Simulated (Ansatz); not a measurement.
# FeSb: the cost of one run

Program: Ansatz 0.2.0. Level of theory: DFT LDA, with the methods named in each step. These are calculated values, not measurements.

The COD entry's cell or inner coordinates are ideal or old and differ from later refinements, so a difference from it is no clean test against experiment.

### Step 1. The starting structure

Symmetry: P6_3/mmc, No. 194, hexagonal system. The conventional cell has a = 4.060 Å, b = 4.060 Å, c = 5.130 Å, α = 90.00°, β = 90.00°, γ = 120.00°. Around Fe (site symmetry -3m) lie 2 Fe at 2.56 Å and 6 Sb at 2.67 Å. Around Sb (site symmetry -6m2) lie 6 Fe at 2.67 Å.

As a file:

```cif
data_structure
_symmetry_space_group_name_H-M 'P6_3/mmc'
_symmetry_Int_Tables_number 194
_cell_length_a 4.0600
_cell_length_b 4.0600
_cell_length_c 5.1300
_cell_angle_alpha 90.000
_cell_angle_beta 90.000
_cell_angle_gamma 120.000
_cell_volume 73.23
loop_
_atom_site_label
_atom_site_type_symbol
_atom_site_symmetry_multiplicity
_atom_site_Wyckoff_symbol
_atom_site_fract_x
_atom_site_fract_y
_atom_site_fract_z
_atom_site_occupancy
Fe1 Fe 2 a 0.00000 0.00000 0.00000 1
Sb1 Sb 2 c 0.33333 0.66667 0.25000 1
```

The file gives the conventional cell by its symmetry; the runs use the cell typed in the input.

Atoms are numbered in the order of the input: Fe1, Fe2, Sb3, Sb4.

### Step 2. Free moments, LAPW

The input, input.yaml:

```yaml
crystal:
  lattice:
    - [4.06, 0.0, 0.0]
    - [-2.03, 3.5160631394, 0.0]
    - [0.0, 0.0, 5.13]
  atoms:
    - { symbol: Fe, position: [0.0, 0.0, 0.0], spin: 1.5 }
    - { symbol: Fe, position: [0.0, 0.0, 0.5], spin: 1.5 }
    - { symbol: Sb, position: [0.3333333333, 0.6666666667, 0.25] }
    - { symbol: Sb, position: [0.6666666667, 0.3333333333, 0.75] }
magnetization:
  spin_polarized: true
kpoints:
  mp_grid: { grid: [8, 8, 6] }
scf:
  occupations: { method: fermi_dirac, width: 0.1 }
  lower_state_search: "off"
hamiltonian:
  xc: lda
  pseudopotentials: { kind: all_electron, lapw: { basis_error: 0.001 } }
output:
  forces: true
  stress: true
  eigenvalues: false
  populations: true
  dos: { projected: true, de: 0.1, e_range: [-8, 5] }
```

Run with:

```
> ansatz run input.yaml --threads 2 --pin off --max-ram 6144MiB --backend cpu --events-out ev --progress --plain --runs-dir out
```

What time and memory should one allow on 2 threads of Arm Neoverse V2, shared host?

About 64 s, with a peak of 0.81 GiB.
